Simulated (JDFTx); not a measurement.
# FeSi (P2_13) in JDFTx: reference runs

Reference runs on FeSi: the cell as given.

All numbers are computed with JDFTx 1.7.0 (patched build); they aren't measurements. Logs are shortened: lines on timing, memory, paths and dates and some standing lists are left out, and cuts for length are marked. The log counts tension as positive stress, the text compression.

**1. Starting point**

The structure is cubic, space group P2_13 (No. 198). The conventional cell has a = 4.551 Å, b = 4.551 Å, c = 4.551 Å, α = 90.00°, β = 90.00°, γ = 90.00°. Fe (site symmetry 3) is surrounded by 7 Si at 2.32 to 2.55 Å. Si (site symmetry 3) has 7 Fe at 2.32 to 2.55 Å as nearest neighbours.

**2. Single point, PBEsol, collinear spin, ferromagnetic start**

The input, FeSi.in:

```
lattice \
    8.5995766753     0.0000000000     0.0000000000 \
    0.0000000000     8.5995766753     0.0000000000 \
    0.0000000000     0.0000000000     8.5995766753
coords-type Lattice
ion Fe     0.8634800000     0.6365200000     0.3634800000 1
ion Fe     0.6365200000     0.3634800000     0.8634800000 1
ion Fe     0.3634800000     0.8634800000     0.6365200000 1
ion Fe     0.1365200000     0.1365200000     0.1365200000 1
ion Si     0.1576000000     0.3424000000     0.6576000000 1
ion Si     0.3424000000     0.6576000000     0.1576000000 1
ion Si     0.6576000000     0.1576000000     0.3424000000 1
ion Si     0.8424000000     0.8424000000     0.8424000000 1

ion-species pseudo/Fe.upf
ion-species pseudo/Si.upf
elec-cutoff 45 360
elec-ex-corr gga-PBEsol
kpoint-folding 6 6 6
elec-smearing Fermi 0.0018374661
elec-n-bands 57
spintype z-spin
initial-magnetic-moments Fe 3 3 3 3
elec-initial-magnetization 12 no
electronic-SCF nIterations 100 energyDiffThreshold 1e-09
electronic-minimize nIterations 30 energyDiffThreshold 1e-7
converge-empty-states yes
forces-output-coords Cartesian

dump-name run.$VAR
dump End Ecomponents EigStats BandEigs Kpoints Forces Stress
```

Potentials or basis: PseudoDojo-SR-PBEsol-0.4.1-standard with smoothed tails.

On the command line:

```console
$ jdftx -c 1 -i FeSi.in -o FeSi.out
```

The log of the run:

```text
*************** JDFTx 1.7.0 (patched build) ***************

Input parsed successfully to the following command list (including defaults):
[... the input with its defaults ...]

---------- Setting up symmetries ----------

Found 48 point-group symmetries of the bravais lattice
Found 12 space-group symmetries with basis
Applied RMS atom displacement 8.95073e-17 bohrs to make symmetries exact.

---------- Initializing the Grid ----------
R =
[      8.59958            0            0  ]
[            0      8.59958            0  ]
[            0            0      8.59958  ]
unit cell volume = 635.962
G =
[   0.730639          0          0  ]
[          0   0.730639          0  ]
[          0          0   0.730639  ]
Minimum fftbox size, Smin = [  76  76  76  ]
Chosen fftbox size, S = [  80  80  80  ]

---------- Initializing tighter grid for wavefunction operations ----------
R =
[      8.59958            0            0  ]
[            0      8.59958            0  ]
[            0            0      8.59958  ]
unit cell volume = 635.962
G =
[   0.730639          0          0  ]
[          0   0.730639          0  ]
[          0          0   0.730639  ]
Minimum fftbox size, Smin = [  52  52  52  ]
Chosen fftbox size, S = [  54  54  54  ]

---------- Exchange Correlation functional ----------
Initalized PBEsol GGA exchange.
Initalized PBEsol GGA correlation.

---------- Setting up pseudopotentials ----------
Width of ionic core gaussian charges (only for fluid interactions / plotting) set to 0

Reading pseudopotential file 'pseudo/Fe.upf':
  'Fe' pseudopotential, 'PBESOL' functional
  Generated using ONCVPSP code by D. R. Hamann
  16 valence electrons, 4 orbitals, 6 projectors, 1001 radial grid points, with lMax = 2
    3S    l: 0   occupation:  2.0   eigenvalue: -3.445850
    3P    l: 1   occupation:  6.0   eigenvalue: -2.202177
    3D    l: 2   occupation:  6.0   eigenvalue: -0.276701
    4S    l: 0   occupation:  2.0   eigenvalue: -0.195171
  Core radius for overlap checks: 1.56 bohrs.

Reading pseudopotential file 'pseudo/Si.upf':
  'Si' pseudopotential, 'PBESOL' functional
  Generated using ONCVPSP code by D. R. Hamann
  4 valence electrons, 2 orbitals, 6 projectors, 1001 radial grid points, with lMax = 2
    3S    l: 0   occupation:  2.0   eigenvalue: -0.395742
    3P    l: 1   occupation:  2.0   eigenvalue: -0.149099
  Core radius for overlap checks: 1.86 bohrs.

Initialized 2 species with 8 total atoms.

Folded 1 k-points by 6x6x6 to 216 k-points.

---------- Setting up k-points, bands, fillings ----------
Adding inversion symmetry to k-mesh for non-inversion-symmetric unit cell.
Reduced to 24 k-points under symmetry.
Computing the number of bands and number of electrons
Calculating initial fillings.
nElectrons:  80.000000   nBands: 57   nStates: 48

----- Setting up reduced wavefunction bases (one per k-point) -----
average nbasis = 9171.162 , ideal nbasis = 9169.465

---------- Setting up ewald sum ----------
Optimum gaussian width for ewald sums = 2.425896 bohr.
Real space sum over 729 unit cells with max indices [  4  4  4  ]
Reciprocal space sum over 3375 terms with max indices [  7  7  7  ]

---------- Allocating electronic variables ----------
Initializing wave functions:  linear combination of atomic orbitals
Note: number of bands (57) exceeds available atomic orbitals (56)
Fe (M=3) pseudo-atom majority spin occupations:   s ( 1 0.5 )  p ( 3 )  d ( 5 )
Fe (M=3) pseudo-atom minority spin occupations:   s ( 1 0 )  p ( 3 )  d ( 2.5 )
Si pseudo-atom occupations:   s ( 2 )  p ( 2 )
	FillingsUpdate:  mu: +2.101154655  nElectrons: 80.000000  magneticMoment: [ Abs: 0.17073  Tot: +0.00000 ]
LCAOMinimize: Iter:   0  F: -483.8681033504760762  |grad|_K:  8.933e-03  alpha:  1.000e+00
	FillingsUpdate:  mu: +1.336392840  nElectrons: 80.000000  magneticMoment: [ Abs: 2.96683  Tot: +2.28566 ]
LCAOMinimize: Iter:   1  F: -498.7049460556536360  |grad|_K:  1.701e-02  alpha:  3.538e-01  linmin: -1.278e-01  cgtest:  1.905e-01
LCAOMinimize: 	Step increased F by 1.963527e+01, reducing alpha to 1.568302e-02.
[... 23 lines of inner loops ...]
LCAOMinimize: Iter:  10  F: -502.9100478459887995  |grad|_K:  1.776e-07  alpha:  8.936e-01  linmin: -3.630e-04  cgtest:  2.988e-02
	FillingsUpdate:  mu: +0.646004836  nElectrons: 80.000000  magneticMoment: [ Abs: 4.87900  Tot: +4.12323 ]
LCAOMinimize: Iter:  11  F: -502.9100478484562586  |grad|_K:  2.747e-08  alpha:  1.005e+00  linmin: -3.040e-03  cgtest:  1.595e-02
LCAOMinimize: Converged (|Delta F|<1.000000e-06 for 2 iters).

-------- Electronic minimization -----------
Will mix electronic density at each iteration.
	FillingsUpdate:  mu: +0.646004836  nElectrons: 80.000000  magneticMoment: [ Abs: 4.87900  Tot: +4.12323 ]
	FillingsUpdate:  mu: +0.627838635  nElectrons: 80.000000  magneticMoment: [ Abs: 4.87900  Tot: +4.12323 ]
SCF: Cycle:  0   F: -502.890395291382049   dF: +1.965e-02   |Residual|: 8.081e-01   |deigs|: 6.509e-02
	FillingsUpdate:  mu: +0.501745831  nElectrons: 80.000000  magneticMoment: [ Abs: 4.62079  Tot: +3.81885 ]
SCF: Cycle:  1   F: -502.332693801577193   dF: +5.577e-01   |Residual|: 7.901e-01   |deigs|: 1.241e-01
	FillingsUpdate:  mu: +0.576721899  nElectrons: 80.000000  magneticMoment: [ Abs: 4.06504  Tot: +3.45110 ]
SCF: Cycle:  2   F: -503.570968001856386   dF: -1.238e+00   |Residual|: 1.680e-01   |deigs|: 7.266e-02
	FillingsUpdate:  mu: +0.568389426  nElectrons: 80.000000  magneticMoment: [ Abs: 4.04660  Tot: +3.34790 ]
SCF: Cycle:  3   F: -503.587741126884396   dF: -1.677e-02   |Residual|: 6.340e-02   |deigs|: 9.212e-03
	FillingsUpdate:  mu: +0.564969179  nElectrons: 80.000000  magneticMoment: [ Abs: 4.41601  Tot: +3.51267 ]
SCF: Cycle:  4   F: -503.590902380787895   dF: -3.161e-03   |Residual|: 3.108e-02   |deigs|: 4.023e-03
	FillingsUpdate:  mu: +0.565604752  nElectrons: 80.000000  magneticMoment: [ Abs: 4.72985  Tot: +3.76696 ]
SCF: Cycle:  5   F: -503.591055766073396   dF: -1.534e-04   |Residual|: 1.275e-02   |deigs|: 1.024e-03
	FillingsUpdate:  mu: +0.565959295  nElectrons: 80.000000  magneticMoment: [ Abs: 4.94594  Tot: +3.96374 ]
SCF: Cycle:  6   F: -503.591085781154050   dF: -3.002e-05   |Residual|: 5.718e-03   |deigs|: 7.004e-04
	FillingsUpdate:  mu: +0.565629189  nElectrons: 80.000000  magneticMoment: [ Abs: 4.89600  Tot: +3.92735 ]
SCF: Cycle:  7   F: -503.591100656441995   dF: -1.488e-05   |Residual|: 9.245e-04   |deigs|: 2.999e-04
	FillingsUpdate:  mu: +0.565601622  nElectrons: 80.000000  magneticMoment: [ Abs: 4.89426  Tot: +3.92599 ]
SCF: Cycle:  8   F: -503.591102069688134   dF: -1.413e-06   |Residual|: 6.199e-04   |deigs|: 3.380e-05
	FillingsUpdate:  mu: +0.565635289  nElectrons: 80.000000  magneticMoment: [ Abs: 4.89589  Tot: +3.92538 ]
SCF: Cycle:  9   F: -503.591102841739030   dF: -7.721e-07   |Residual|: 2.944e-04   |deigs|: 3.725e-05
	FillingsUpdate:  mu: +0.565649523  nElectrons: 80.000000  magneticMoment: [ Abs: 4.89788  Tot: +3.92558 ]
SCF: Cycle: 10   F: -503.591103124941696   dF: -2.832e-07   |Residual|: 1.887e-04   |deigs|: 2.183e-05
	FillingsUpdate:  mu: +0.565661361  nElectrons: 80.000000  magneticMoment: [ Abs: 4.89945  Tot: +3.92582 ]
SCF: Cycle: 11   F: -503.591103264178571   dF: -1.392e-07   |Residual|: 7.533e-05   |deigs|: 4.419e-05
	FillingsUpdate:  mu: +0.565665691  nElectrons: 80.000000  magneticMoment: [ Abs: 4.90025  Tot: +3.92600 ]
SCF: Cycle: 12   F: -503.591103323628772   dF: -5.945e-08   |Residual|: 5.721e-05   |deigs|: 2.035e-05
	FillingsUpdate:  mu: +0.565669626  nElectrons: 80.000000  magneticMoment: [ Abs: 4.90124  Tot: +3.92631 ]
SCF: Cycle: 13   F: -503.591103352350729   dF: -2.872e-08   |Residual|: 1.354e-05   |deigs|: 1.222e-05
	FillingsUpdate:  mu: +0.565671239  nElectrons: 80.000000  magneticMoment: [ Abs: 4.90166  Tot: +3.92634 ]
SCF: Cycle: 14   F: -503.591103366964091   dF: -1.461e-08   |Residual|: 6.212e-06   |deigs|: 1.122e-05
	FillingsUpdate:  mu: +0.565670973  nElectrons: 80.000000  magneticMoment: [ Abs: 4.90173  Tot: +3.92637 ]
SCF: Cycle: 15   F: -503.591103373082206   dF: -6.118e-09   |Residual|: 1.883e-05   |deigs|: 8.849e-06
	FillingsUpdate:  mu: +0.565671440  nElectrons: 80.000000  magneticMoment: [ Abs: 4.90183  Tot: +3.92640 ]
SCF: Cycle: 16   F: -503.591103376401122   dF: -3.319e-09   |Residual|: 2.280e-05   |deigs|: 1.447e-05
	FillingsUpdate:  mu: +0.565671054  nElectrons: 80.000000  magneticMoment: [ Abs: 4.90166  Tot: +3.92633 ]
SCF: Cycle: 17   F: -503.591103377634795   dF: -1.234e-09   |Residual|: 4.569e-05   |deigs|: 8.144e-06
	FillingsUpdate:  mu: +0.565671957  nElectrons: 80.000000  magneticMoment: [ Abs: 4.90196  Tot: +3.92642 ]
SCF: Cycle: 18   F: -503.591103378590731   dF: -9.559e-10   |Residual|: 2.612e-05   |deigs|: 9.566e-06
	FillingsUpdate:  mu: +0.565672597  nElectrons: 80.000000  magneticMoment: [ Abs: 4.90223  Tot: +3.92650 ]
SCF: Cycle: 19   F: -503.591103378978858   dF: -3.881e-10   |Residual|: 7.791e-06   |deigs|: 5.573e-06
SCF: Converged (|Delta E|<1.000000e-09 for 2 iters).

Setting wave functions to eigenvectors of Hamiltonian
Converging empty states (this may take a while): |deigs|: 4.186e-05

# Stress tensor in Cartesian coordinates [Eh/a0^3]:
[   0.00055898            0            0  ]
[            0   0.00055898            0  ]
[            0            0   0.00055898  ]

# Ionic positions in lattice coordinates:
ion Fe   0.863480000000000   0.636520000000000   0.363480000000000 1
ion Fe   0.636520000000000   0.363480000000000   0.863480000000000 1
ion Fe   0.363480000000000   0.863480000000000   0.636520000000000 1
ion Fe   0.136520000000000   0.136520000000000   0.136520000000000 1
ion Si   0.157600000000000   0.342400000000000   0.657600000000000 1
ion Si   0.342400000000000   0.657600000000000   0.157600000000000 1
ion Si   0.657600000000000   0.157600000000000   0.342400000000000 1
ion Si   0.842400000000000   0.842400000000000   0.842400000000000 1

# Forces in Cartesian coordinates:
force Fe   0.000751492743992  -0.000751492743992   0.000751492743992 1
force Fe  -0.000751492743992   0.000751492743993   0.000751492743992 1
force Fe   0.000751492743992   0.000751492743992  -0.000751492743992 1
force Fe  -0.000751492743992  -0.000751492743992  -0.000751492743992 1
force Si  -0.001010402430585   0.001010402430585  -0.001010402430585 1
force Si   0.001010402430585  -0.001010402430585  -0.001010402430585 1
force Si  -0.001010402430585  -0.001010402430585   0.001010402430585 1
force Si   0.001010402430585   0.001010402430585   0.001010402430585 1

# Energy components:
   Eewald =     -319.1797066382491721
       EH =      166.8480863791122886
     Eloc =     -499.1487152500396292
      Enl =      -25.6802183570629055
      Exc =      -76.8671980394817069
 Exc_core =       14.3663554376530218
       KE =      236.0723012892824784
-------------------------------------
     Etot =     -503.5890951787855556
       TS =        0.0020082001933233
-------------------------------------
        F =     -503.5911033789788576

IonicMinimize: Iter:   0  F: -503.591103378978858  |grad|_K:  8.904e-04
IonicMinimize: None of the convergence criteria satisfied after 0 iterations.

#--- Lowdin population analysis ---
# oxidation-state Fe +0.408 +0.408 +0.408 +0.408
# magnetic-moments Fe +1.115 +1.115 +1.115 +1.115
# oxidation-state Si -0.165 -0.165 -0.165 -0.165
# magnetic-moments Si -0.111 -0.111 -0.111 -0.111

Dumping 'run.eigStats' ...
	eMin: -2.633050 at state 0 ( [ +0.000000 +0.000000 +0.000000 ] spin 1 )
	HOMO: +0.565303 at state 29 ( [ +0.000000 +0.166667 +0.333333 ] spin -1 )
	mu  : +0.565674
	LUMO: +0.565744 at state 43 ( [ +0.166667 +0.500000 +0.500000 ] spin -1 )
	eMax: +0.952935 at state 36 ( [ +0.000000 +0.500000 +0.500000 ] spin -1 )
	HOMO-LUMO gap: +0.000441
	Optical gap  : +0.003567 at state 25 ( [ +0.000000 +0.000000 +0.166667 ] spin -1 )
Done!
```

Wall time 20 min (1 thread of Intel Xeon 6975P-C (Granite Rapids), shared host); peak memory 1.5 GiB.

Results:

```yaml
Free_energy: -13703.4120 eV
Pressure: -16.4 GPa
Largest_force: 0.090 eV/Å
Band_gap_on_the_k_mesh: none (metal or under the smearing width)
Net_moment: 3.93 μB per cell
Absolute_moment: 4.90 μB per cell
Site_moments: Fe +1.11; Si -0.11 μB
```

Forces on the atoms (eV/Å):
```
Fe   0.039 -0.039  0.039
Fe  -0.039  0.039  0.039
Fe   0.039  0.039 -0.039
Fe  -0.039 -0.039 -0.039
Si  -0.052  0.052 -0.052
Si   0.052 -0.052 -0.052
Si  -0.052 -0.052  0.052
Si   0.052  0.052  0.052
```

Levels at points of the mesh, in eV from the Fermi level:
Spin up:
```csv
k point,band 39,band 40,band 41,band 42,band 43,band 44,band 45,band 46
"(0.00, 0.00, 0.00)",-0.78,-0.78,-0.03,-0.03,-0.03,2.44,2.44,2.44
"(0.00, 0.00, 0.50)",-0.66,-0.66,-0.46,-0.46,1.06,1.06,1.42,1.42
"(0.00, 0.50, 0.50)",-1.00,-1.00,0.01,0.01,0.55,0.55,2.02,2.02
"(0.50, 0.50, 0.50)",-1.08,-1.08,-0.23,-0.23,-0.23,-0.23,5.05,5.05
```
Spin down:
| k point | band 34 | band 35 | band 36 | band 37 | band 38 | band 39 | band 40 | band 41 | band 42 | band 43 |
| --- | --- | --- | --- | --- | --- | --- | --- | --- | --- | --- |
| (0.00, 0.00, 0.00) | -1.60 | -1.60 | 0.12 | 0.12 | 0.12 | 0.34 | 0.34 | 1.14 | 1.14 | 1.14 |
| (0.00, 0.00, 0.50) | -1.40 | -0.73 | -0.73 | 0.03 | 0.03 | 0.35 | 0.35 | 0.71 | 0.71 | 1.96 |
| (0.00, 0.50, 0.50) | -0.90 | -0.73 | -0.73 | -0.59 | -0.59 | 0.05 | 0.05 | 1.05 | 1.05 | 1.51 |
| (0.50, 0.50, 0.50) | -0.35 | -0.35 | -0.35 | -0.21 | -0.21 | -0.21 | -0.21 | 0.93 | 0.93 | 0.93 |

Caveat: so large a pressure means that the cell lies far from this level's equilibrium, or that cutoff or potentials fall short.
